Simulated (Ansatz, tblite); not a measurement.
# Al7N7 wurtzite off sphere (Al7N7H20): a ladder of methods and basis sets

The task here is to estimate one member of a computed series from the others.

Computed with Ansatz 0.2.0, Gaussian basis. Level: as each input shows.

Levels to be run: GFN1-xTB, GFN2-xTB, PBE-D4/def2-TZVP, r2SCAN-D4/def2-TZVP, B2PLYP/def2-TZVP, BHLYP-D4/def2-TZVP, HSE06-D4/def2-TZVP, PBE-D4/def2-SVP, PBE0-D4/def2-SVP, CCSD(T)/def2-SVP, MP2/def2-TZVP, RPA/def2-TZVP.

## The relaxed structure

The singlet was relaxed beforehand with PBE-D4/def2-SVP.

34 atoms, charge 0, spin multiplicity 1.

Bond lengths: Al1–N2 1.985 Å, Al1–N3 1.973 Å, Al1–H15 1.608 Å, Al1–H16 1.608 Å, N2–Al5 1.968 Å, N2–H17 1.033 Å, N2–H18 1.033 Å, N3–Al4 1.921 Å, N3–Al9 1.921 Å, N3–H19 1.036 Å, Al4–N6 1.916 Å, Al4–N7 1.974 Å, Al4–H20 1.597 Å, Al5–N6 1.917 Å, Al5–N10 1.917 Å, Al5–H21 1.597 Å, N6–Al8 1.974 Å, N6–H22 1.036 Å and more. Angles: N2–Al1–N3 100.5°, N2–Al1–H15 107.0°, N2–Al1–H16 106.9°, N3–Al1–H15 109.4°, N3–Al1–H16 109.4°, H15–Al1–H16 121.7°, Al1–N2–Al5 117.6°, Al1–N2–H17 108.8°, Al1–N2–H18 108.8°, Al5–N2–H17 108.5°, Al5–N2–H18 108.6°, H17–N2–H18 103.6°, Al1–N3–Al4 110.0°, Al1–N3–Al9 110.0°, Al1–N3–H19 102.7°, Al4–N3–Al9 116.6°, Al4–N3–H19 108.3°, Al9–N3–H19 108.3° and more.

Geometry (Å):

```xyz
34
charge 0, multiplicity 1
Al   -0.00309   -3.19432   -1.07177
N    -0.00869   -3.06268    0.90837
N    -0.00151   -1.28181   -1.55804
Al   -1.63471   -0.45308   -0.97679
Al   -0.00302   -1.26279    1.70357
N    -1.50636   -0.35668    0.93232
N    -1.51278    1.42351   -1.57637
Al   -1.65319    1.48981    1.61419
Al    1.63430   -0.45866   -0.97619
N     1.50436   -0.36294    0.93286
N     1.51852    1.41854   -1.57554
Al    0.00453    2.48251   -0.95164
Al    1.65772    1.48308    1.61497
N     0.00400    2.27838    0.93347
H    -1.40529   -3.85311   -1.50207
H     1.40262   -3.85227   -1.49195
H    -0.82392   -3.58072    1.27383
H     0.79964   -3.58828    1.27831
H    -0.00170   -1.31053   -2.59351
H    -2.98342   -1.08686   -1.55166
H    -0.00319   -1.42234    3.29247
H    -2.36273   -0.80251    1.30745
H    -1.64763    1.48849   -2.59717
H    -2.35242    1.87778   -1.16504
H    -2.88657    2.17988    0.79277
H    -1.71843    1.50278    3.21550
H     2.98165   -1.09532   -1.55089
H     2.35878   -0.81197    1.30863
H     1.65413    1.48289   -2.59628
H     2.35954    1.86992   -1.16387
H     0.00693    3.96169   -1.55572
H     1.72178    1.49561    3.21633
H     2.89428    2.16838    0.79439
H     0.00587    3.23360    1.33508
```

PBE0-D4/def2-TZVP was run before; its log isn't repeated, and its numbers join the tables.

Set-up of the first run:

Tight binding, by tblite at 300 K electronic temperature and without a spin-polarisation term:

```python
tblite.interface.Calculator('GFN1-xTB', numbers, positions, charge=0, uhf=0).singlepoint()
```

Tight binding, by tblite at 300 K electronic temperature and without a spin-polarisation term:

```python
tblite.interface.Calculator('GFN2-xTB', numbers, positions, charge=0, uhf=0).singlepoint()
```

start.molden holds the orbitals of an earlier run on this state, given as this run's starting guess.

Input file in.yaml:

```yaml
crystal:
  periodic: [false, false, false]
  atoms:
    - {symbol: Al, position_ang: [-0.003092, -3.194322, -1.071773]}
    - {symbol: N, position_ang: [-0.008692, -3.062678, 0.908367]}
    - {symbol: N, position_ang: [-0.001506, -1.281807, -1.558042]}
    - {symbol: Al, position_ang: [-1.634715, -0.453082, -0.976787]}
    - {symbol: Al, position_ang: [-0.003024, -1.262786, 1.703566]}
    - {symbol: N, position_ang: [-1.506357, -0.356683, 0.932319]}
    - {symbol: N, position_ang: [-1.512781, 1.423514, -1.576374]}
    - {symbol: Al, position_ang: [-1.653195, 1.489809, 1.614194]}
    - {symbol: Al, position_ang: [1.634302, -0.458658, -0.976193]}
    - {symbol: N, position_ang: [1.504360, -0.362936, 0.932857]}
    - {symbol: N, position_ang: [1.518516, 1.418541, -1.575541]}
    - {symbol: Al, position_ang: [0.004533, 2.482507, -0.951635]}
    - {symbol: Al, position_ang: [1.657722, 1.483078, 1.614972]}
    - {symbol: N, position_ang: [0.003999, 2.278384, 0.933474]}
    - {symbol: H, position_ang: [-1.405290, -3.853113, -1.502067]}
    - {symbol: H, position_ang: [1.402618, -3.852267, -1.491950]}
    - {symbol: H, position_ang: [-0.823922, -3.580716, 1.273832]}
    - {symbol: H, position_ang: [0.799640, -3.588279, 1.278313]}
    - {symbol: H, position_ang: [-0.001705, -1.310528, -2.593508]}
    - {symbol: H, position_ang: [-2.983425, -1.086865, -1.551662]}
    - {symbol: H, position_ang: [-0.003189, -1.422344, 3.292467]}
    - {symbol: H, position_ang: [-2.362730, -0.802511, 1.307454]}
    - {symbol: H, position_ang: [-1.647629, 1.488494, -2.597171]}
    - {symbol: H, position_ang: [-2.352423, 1.877782, -1.165041]}
    - {symbol: H, position_ang: [-2.886572, 2.179883, 0.792772]}
    - {symbol: H, position_ang: [-1.718435, 1.502780, 3.215503]}
    - {symbol: H, position_ang: [2.981653, -1.095317, -1.550895]}
    - {symbol: H, position_ang: [2.358779, -0.811969, 1.308633]}
    - {symbol: H, position_ang: [1.654129, 1.482890, -2.596278]}
    - {symbol: H, position_ang: [2.359544, 1.869917, -1.163874]}
    - {symbol: H, position_ang: [0.006930, 3.961689, -1.555719]}
    - {symbol: H, position_ang: [1.721780, 1.495607, 3.216331]}
    - {symbol: H, position_ang: [2.894283, 2.168376, 0.794392]}
    - {symbol: H, position_ang: [0.005873, 3.233600, 1.335075]}
basis:
  gaussian: {orbitals: def2-TZVP, fitting: {mean_field: def2-universal-jkfit}, initial_orbitals: start.molden}
hamiltonian: {xc: pbe, dispersion: d4}
scf: {omitted_lower_state_checks: [starts]}
output: {orbitals: {seedname: orbitals}}
```

Command:

```sh
$ ansatz run in.yaml --threads 2 --pin off --events-out ev --progress --plain --max-ram 32768MiB --backend cuda --devices 0, --max-vram 18GiB
```

Among the steps run: PBE-D4/def2-TZVP; r2SCAN-D4/def2-TZVP; B2PLYP/def2-TZVP; BHLYP-D4/def2-TZVP; HSE06-D4/def2-TZVP; PBE-D4/def2-SVP; PBE0-D4/def2-SVP; CCSD(T)/def2-SVP; MP2/def2-TZVP; RPA/def2-TZVP.

One table of the session follows, with a row left open; its other results are not shown here.

It belongs to the step «Binding energy». 

```
             method  binding an atom (eV)
        HF/def2-SVP                 2.570
       HF/def2-TZVP                 2.533
    PBE-D4/def2-SVP                 3.599
   PBE-D4/def2-TZVP                 3.570
r2SCAN-D4/def2-TZVP                 3.558
   PBE0-D4/def2-SVP                 3.555
  PBE0-D4/def2-TZVP                 3.528
 HSE06-D4/def2-TZVP                 3.528
 BHLYP-D4/def2-TZVP                 3.497
       MP2/def2-SVP                 3.382
      MP2/def2-TZVP                 3.452
      CCSD/def2-SVP                     ?
   CCSD(T)/def2-SVP                 3.360
```

Estimate the missing values for CCSD/def2-SVP.

**Answer.** binding an atom (eV): 3.324. In the column «binding an atom (eV)» it lies between HF/def2-SVP (2.570) and CCSD(T)/def2-SVP (3.360).

To keep in mind: Free atoms were run apart at each level; binding is atoms less cluster, divided by the number of atoms, without zero-point or spin-orbit terms.
